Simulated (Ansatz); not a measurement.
# Yb2Mo2O7: the cost of one run

Method: DFT PBE+U (U_eff = 6 eV on Yb 4f, 4.4 eV on Mo 4d), scalar-relativistic, plane waves, PAW, in Ansatz 0.2.0.

## (1) The structure to begin with

Symmetry: I4_1/amd, No. 141, tetragonal system. The conventional cell has a = 7.245 Å, b = 7.245 Å, c = 10.385 Å, α = 90.00°, β = 90.00°, γ = 90.00°. Yb (site symmetry 2/m) has 8 O at 2.23 to 2.47 Å as nearest neighbours. Around Mo (site symmetry 2/m) lie 6 O at 2.03 to 2.08 Å. O (site symmetry -4m2) is surrounded by 4 Yb at 2.23 Å. O (site symmetry 2) has 2 Mo at 2.03 Å and 2 Yb at 2.47 Å as nearest neighbours. O (site symmetry 2mm) has 2 Mo at 2.08 Å and 2 Yb at 2.40 Å as nearest neighbours.

Coordinates:

```
Yb Mo O
1.0
     0.00000    5.19268    5.12301
     5.12301    0.00000    5.12301
     5.12301    5.19268    0.00000
Yb Mo O
4 4 14
Direct
  0.12500 0.12500 0.12500
  0.62500 0.12500 0.12500
  0.12500 0.12500 0.62500
  0.12500 0.62500 0.12500
  0.62500 0.62500 0.62500
  0.12500 0.62500 0.62500
  0.62500 0.62500 0.12500
  0.62500 0.12500 0.62500
  0.00000 0.00000 0.00000
  0.25000 0.25000 0.25000
  0.28820 0.28820 0.71180
  0.53820 0.53820 0.96180
  0.72275 0.27725 0.72275
  0.71180 0.28820 0.28820
  0.28820 0.71180 0.71180
  0.27725 0.72275 0.27725
  0.71180 0.71180 0.28820
  0.96180 0.53820 0.53820
  0.53820 0.96180 0.96180
  0.96180 0.96180 0.53820
  0.97275 0.52725 0.97275
  0.52725 0.97275 0.52725
```

An earlier run at PBE+U (U_eff = 6 eV on Yb 4f, 4.4 eV on Mo 4d) left this cell at 12.389 Å³/atom and 0.00 GPa (4×4×4 mesh).

## (2) Field gradients and densities at the nuclei

Input file input.yaml:

```yaml
crystal:
  lattice:
    - [0.0, 5.1926818371, 5.123014446]
    - [5.123014446, 0.0, 5.123014446]
    - [5.123014446, 5.1926818371, 0.0]
  atoms:
    - { symbol: Yb, position: [0.125, 0.125, 0.125] }
    - { symbol: Yb, position: [0.625, 0.125, 0.125] }
    - { symbol: Yb, position: [0.125, 0.125, 0.625] }
    - { symbol: Yb, position: [0.125, 0.625, 0.125] }
    - { symbol: Mo, position: [0.625, 0.625, 0.625], spin: 1.28 }
    - { symbol: Mo, position: [0.125, 0.625, 0.625], spin: 1.28 }
    - { symbol: Mo, position: [0.625, 0.625, 0.125], spin: 1.28 }
    - { symbol: Mo, position: [0.625, 0.125, 0.625], spin: 1.28 }
    - { symbol: O, position: [0.0, 0.0, 0.0] }
    - { symbol: O, position: [0.25, 0.25, 0.25] }
    - { symbol: O, position: [0.28819955, 0.28819955, 0.71180045] }
    - { symbol: O, position: [0.53819955, 0.53819955, 0.96180045] }
    - { symbol: O, position: [0.7227476744, 0.2772523256, 0.7227476744] }
    - { symbol: O, position: [0.71180045, 0.28819955, 0.28819955] }
    - { symbol: O, position: [0.28819955, 0.71180045, 0.71180045] }
    - { symbol: O, position: [0.2772523256, 0.7227476744, 0.2772523256] }
    - { symbol: O, position: [0.71180045, 0.71180045, 0.28819955] }
    - { symbol: O, position: [0.96180045, 0.53819955, 0.53819955] }
    - { symbol: O, position: [0.53819955, 0.96180045, 0.96180045] }
    - { symbol: O, position: [0.96180045, 0.96180045, 0.53819955] }
    - { symbol: O, position: [0.9727476744, 0.5272523256, 0.9727476744] }
    - { symbol: O, position: [0.5272523256, 0.9727476744, 0.5272523256] }
basis:
  ecutwfc: 420
  ecutrho_ratio: 4
kpoints:
  mp_grid: { grid: [4, 4, 4] }
hamiltonian:
  xc: pbe
  hubbard:
    sites:
      - { species: Yb, l: f, u_eff: 6.0 }
      - { species: Mo, l: d, u_eff: 4.4 }
  pseudopotentials: { kind: paw, frozen_core: stored }
scf:
  occupations: { method: gaussian, width: 0.05 }
  lower_state_search: "off"
output:
  forces: true
  stress: true
  eigenvalues: true
  populations: true
  hubbard: { sites: [{ species: Yb, l: f }, { species: Mo, l: d }] }
  efg:
    contact_densities: true
    quadrupole_moments_barn: { Mo: -0.022, Yb: 2.8, O: -0.02558 }
magnetization:
  spin_polarized: true
checkpoint:
  read: start.run
  write: ck
  compress: false
  write_wavefunctions: false
  write_every: 100000
```

The run starts from a saved state of the same cell, the folder start.run.

The run is started by

```sh
> ansatz run input.yaml --threads 8 --pin off --max-ram 22528MiB --backend cpu --events-out ev --progress --plain --runs-dir out
```

Q: Estimate wall time and peak memory on 8 threads of Intel Xeon Platinum 8259CL at 2.50GHz (Skylake/Cascade Lake), shared host.

About 14 s, with a peak of 2.5 GiB.
